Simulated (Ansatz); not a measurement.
Crystal: Ta3N.

```xyz
4
Lattice="3.0322 0.0000 0.0000 -1.5161 2.6260 0.0000 0.0000 0.0000 7.5241" Properties=species:S:1:pos:R:3 pbc="T T T"
Ta    1.5161    0.8753    6.2155
Ta    0.0000    1.7507    1.3087
Ta    0.0000    0.0000    3.7621
N     0.0000    0.0000    0.0000
```

The cell comes from a database or a generator and needn't be the stable form of this composition.

Base run:

* Program: Ansatz 0.2.0
* Functional: PBE
* Potentials or basis: Ansatz PAW
* Cutoff: 420 eV
* Density cutoff: 1680 eV
* k mesh: 10 × 10 × 4
* Occupations: fermi-dirac, width 0.05 eV
* Spin: no spin polarisation
* Hubbard terms: Ta d U = 6 eV

Its results: band gap on the k mesh none (metal or under the smearing width); pressure 5.7 GPa; largest force 0.065 eV/Å.

Question: The run is repeated on the same cell with these changes: hubbard terms from Ta d U = 6 eV to Ta d U = 1 eV. What comes out?

Answer: Band gap on the k mesh none (metal or under the smearing width); pressure 0.0 GPa; largest force 0.096 eV/Å.

Caveats: U without spin polarisation on a metal has little footing; the density of states is complete only up to the lowest level of the last band computed.

Not every run made on this cell is shown here.
